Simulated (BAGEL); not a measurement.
# CH3FGeO (SMILES O=[CH][GeH2][F]): B3LYP/6-31G(d) (density fitting with qzvpp-jkfit, spherical functions)

Aim: the energy change on altering one bond length of CH3FGeO at B3LYP/6-31G* (density fitting with qzvpp-jkfit, spherical functions), from 2 runs. 

The results are computed with BAGEL 1.2.2.

1 further run of the same task is left out (it didn't finish).

## Step 1: The structure to begin with

CH3FGeO has 7 atoms, charge 0, and is taken as a singlet. SMILES: `O=[CH][GeH2][F]`. Geometry: a GFN2-xTB relaxation, a rough one for these elements and not checked as a minimum. This is one conformer, not always the lowest.

Bond lengths: O1–C2 1.192 Å, C2–Ge3 2.021 Å, Ge3–F4 1.754 Å, C2–H5 1.111 Å, Ge3–H6 1.509 Å, Ge3–H7 1.507 Å. Angles: O1–C2–Ge3 125.4°, C2–Ge3–F4 100.1°, O1–C2–H5 121.4°, Ge3–C2–H5 113.1°, C2–Ge3–H6 117.9°, C2–Ge3–H7 118.6°, F4–Ge3–H6 100.7°, F4–Ge3–H7 103.3°, H6–Ge3–H7 112.2°.

## Step 2: The energy at B3LYP/6-31G(d) (density fitting with qzvpp-jkfit, spherical functions)

dft.json

```json
{ "bagel": [

{
  "title": "molecule",
  "basis": "6-31gs.json",
  "df_basis": "qzvpp-jkfit",
  "angstrom": true,
  "geometry": [
    { "atom": "O", "xyz": [   -1.110160,    1.823780,   -0.586570 ] },
    { "atom": "C", "xyz": [   -0.467430,    0.841770,   -0.794110 ] },
    { "atom": "Ge", "xyz": [    0.322220,   -0.363080,    0.623160 ] },
    { "atom": "F", "xyz": [    0.139830,   -1.920750,   -0.162650 ] },
    { "atom": "H", "xyz": [   -0.275510,    0.483530,   -1.827630 ] },
    { "atom": "H", "xyz": [    1.817080,   -0.327390,    0.828400 ] },
    { "atom": "H", "xyz": [   -0.426030,   -0.537870,    1.919390 ] }
  ]
},
{
  "title": "ks",
  "xc_func": "b3lyp"
},
{
  "title": "print",
  "file": "orbitals.molden",
  "orbitals": true
}

]}
```

The basis set 6-31G* is read from a file made from the Basis Set Exchange's data (not shown).

Command:

```sh
$ BAGEL_NUM_THREADS=1 BAGEL dft.json > dft.out
```

Output:

```text
* using 1 threads per process

  ===============================================================
  ===============================================================

  *** Geometry ***

  { "atom" : "O", "xyz" : [     -2.097898,      3.446445,     -1.108457 ] },
  { "atom" : "C", "xyz" : [     -0.883315,      1.590715,     -1.500650 ] },
  { "atom" : "Ge", "xyz" : [      0.608908,     -0.686122,      1.177602 ] },
  { "atom" : "F", "xyz" : [      0.264240,     -3.629691,     -0.307364 ] },
  { "atom" : "H", "xyz" : [     -0.520638,      0.913739,     -3.453720 ] },
  { "atom" : "H", "xyz" : [      3.433784,     -0.618677,      1.565449 ] },
  { "atom" : "H", "xyz" : [     -0.805080,     -1.016427,      3.627121 ] },

  Number of auxiliary basis functions:      549

  Since a DF basis is specified, we compute 2- and 3-index integrals:
    o Being stored without compression. Storage requirement is 0.028 GB

  Number of basis functions:       80
  Number of electrons      :       58

    * METHOD: MOLECULE                             0.33

  *** Kohn-Sham DFT ***

    * Removing 11837 points whose weight is below 1.00e-10
    * Grid points: 92505

  === Nuclear Repulsion ===
   268.9859057027

       - DIIS with orbital gradients will be used.

  === KS iteration (b3lyp / 6-31gs.json) ===
      0      -2183.09432919          0.10945015           0.41
      1      -1828.40671511          0.21641205           0.40
      2      -2075.03395107          0.11798654           0.40
      3      -2086.73296387          0.23620381           0.40
      4      -2131.08136016          0.24104795           0.40
      5      -2135.84059269          0.22965439           0.40
      6      -2141.83985285          0.25759806           0.40
      7      -2017.04856407          0.28887636           0.40
      8      -2151.86125992          0.15234741           0.40
      9      -2195.19567822          0.25261234           0.40
     10      -2242.68079255          0.27669244           0.40
     11      -2190.64081035          0.26678287           0.40
     12      -2157.22799248          0.23477183           0.40
     13      -2154.34039720          0.23768101           0.40
     14      -2201.12147735          0.17395928           0.40
     15      -2288.67700451          0.07565265           0.40
     16      -2288.26578845          0.08340934           0.40
     17      -2291.12836281          0.03453514           0.40
     18      -2291.68369610          0.00878246           0.40
     19      -2291.70137364          0.00713746           0.40
     20      -2291.72180209          0.00102237           0.40
     21      -2291.72218959          0.00033300           0.41
     22      -2291.72223534          0.00009133           0.40
     23      -2291.72223959          0.00001817           0.40
     24      -2291.72223971          0.00000522           0.40
     25      -2291.72223972          0.00000125           0.40
     26      -2291.72223972          0.00000086           0.40
     27      -2291.72223972          0.00000018           0.40
     28      -2291.72223972          0.00000004           0.40
     29      -2291.72223972          0.00000004           0.40
     30      -2291.72223972          0.00000000           0.40
    * SCF iteration converged.

    * Permanent dipole moment:
           (   -0.462148,    -0.239264,    -0.212486) a.u.

    * METHOD: KS                                  12.83

    * METHOD: PRINT                                0.01

  ===============================================================
```

Run time: 14 s. Hardware: 1 thread of Arm Neoverse V2, shared host; peak memory 0.4 GiB.

## Step 3: The distorted shape, same level

dft.json

```json
{ "bagel" : [

{
  "title" : "molecule",
  "basis" : "6-31gs.json",
  "df_basis" : "qzvpp-jkfit",
  "angstrom" : true,
  "geometry" : [
    { "atom" : "O", "xyz" : [      -2.306097,       1.795227,      -0.750769 ] },
    { "atom" : "C", "xyz" : [      -1.663367,       0.813217,      -0.958309 ] },
    { "atom" : "Ge", "xyz" : [      -0.873717,      -0.391633,       0.458961 ] },
    { "atom" : "F", "xyz" : [      -1.056107,      -1.949303,      -0.326849 ] },
    { "atom" : "H", "xyz" : [      -1.471447,       0.454977,      -1.991829 ] },
    { "atom" : "H", "xyz" : [       1.817080,      -0.327390,       0.828400 ] },
    { "atom" : "H", "xyz" : [      -1.621967,      -0.566423,       1.755191 ] }
  ]
},

{
  "title" : "ks",
  "xc_func" : "b3lyp"
},

{
  "title" : "print",
  "file" : "orbitals.molden",
  "orbitals" : true
}

]}
```

The basis set 6-31G* is read from a file made from the Basis Set Exchange's data (not shown).

Command:

```sh
$ BAGEL_NUM_THREADS=1 BAGEL dft.json > dft.out
```

Output:

```text
* using 1 threads per process

  ===============================================================
  ===============================================================

  *** Geometry ***

  { "atom" : "O", "xyz" : [     -4.357892,      3.392487,     -1.418748 ] },
  { "atom" : "C", "xyz" : [     -3.143308,      1.536757,     -1.810942 ] },
  { "atom" : "Ge", "xyz" : [     -1.651086,     -0.740079,      0.867311 ] },
  { "atom" : "F", "xyz" : [     -1.995753,     -3.683649,     -0.617655 ] },
  { "atom" : "H", "xyz" : [     -2.780632,      0.859782,     -3.764011 ] },
  { "atom" : "H", "xyz" : [      3.433784,     -0.618677,      1.565449 ] },
  { "atom" : "H", "xyz" : [     -3.065073,     -1.070384,      3.316830 ] },

  Number of auxiliary basis functions:      549

  Since a DF basis is specified, we compute 2- and 3-index integrals:
    o Being stored without compression. Storage requirement is 0.028 GB

  Number of basis functions:       80
  Number of electrons      :       58

    * METHOD: MOLECULE                             0.33

  *** Kohn-Sham DFT ***

    * Removing 11092 points whose weight is below 1.00e-10
    * Grid points: 93250

  === Nuclear Repulsion ===
   262.8858793198

       - DIIS with orbital gradients will be used.

  === KS iteration (b3lyp / 6-31gs.json) ===
      0      -2182.16129344          0.10845824           0.40
      1      -1831.30864136          0.21581323           0.39
      2      -2073.80408285          0.11644804           0.39
      3      -2085.84565654          0.23627123           0.39
      4      -2135.63041907          0.21507467           0.39
      5      -2135.72490466          0.20850359           0.40
      6      -2137.72394547          0.21245242           0.40
      7      -2067.45603298          0.25670084           0.40
      8      -2150.91357624          0.14998504           0.40
      9      -2225.22371013          0.38024770           0.41
[... 22 lines of this table left out ...]
     32      -2291.61779677          0.00000017           0.40
     33      -2291.61779677          0.00000012           0.40
     34      -2291.61779677          0.00000003           0.40
     35      -2291.61779677          0.00000001           0.40
    * SCF iteration converged.

    * Permanent dipole moment:
           (    0.344509,    -0.241922,     0.018572) a.u.

    * METHOD: KS                                  14.95

    * METHOD: PRINT                                0.01

  ===============================================================
```

It took 16 s on 1 thread of Arm Neoverse V2, shared host; peak memory 0.4 GiB.

## Step 4: Summary of results

Level: B3LYP/6-31G* (density fitting with qzvpp-jkfit, spherical functions).

| quantity | value |
| --- | --- |
| first shape: total energy | -2291.72224 Eh |
| first shape: dipole moment | 1.43 D |
| first shape: HOMO energy | -7.02 eV |
| first shape: LUMO energy | -1.92 eV |
| first shape: HOMO–LUMO gap | 5.10 eV |
| distorted shape: total energy | -2291.61780 Eh |
| distorted shape: dipole moment | 1.07 D |
| distorted shape: HOMO energy | -6.93 eV |
| distorted shape: LUMO energy | -3.58 eV |
| distorted shape: HOMO–LUMO gap | 3.36 eV |
| energy change with the Ge3–H6 bond stretched from 1.509 to 2.717 Å | 2.842 eV |

One bond (distorted shape) is far stretched, which a spin-restricted single reference describes badly; a broken-symmetry solution may lie lower. With the Ge3–H6 bond stretched from 1.509 to 2.717 Å the energy rises by 2.84 eV (274 kJ/mol). The first shape isn't relaxed at this level, so the change isn't measured from a minimum. A restricted reference can't describe the breaking bond well at this length.
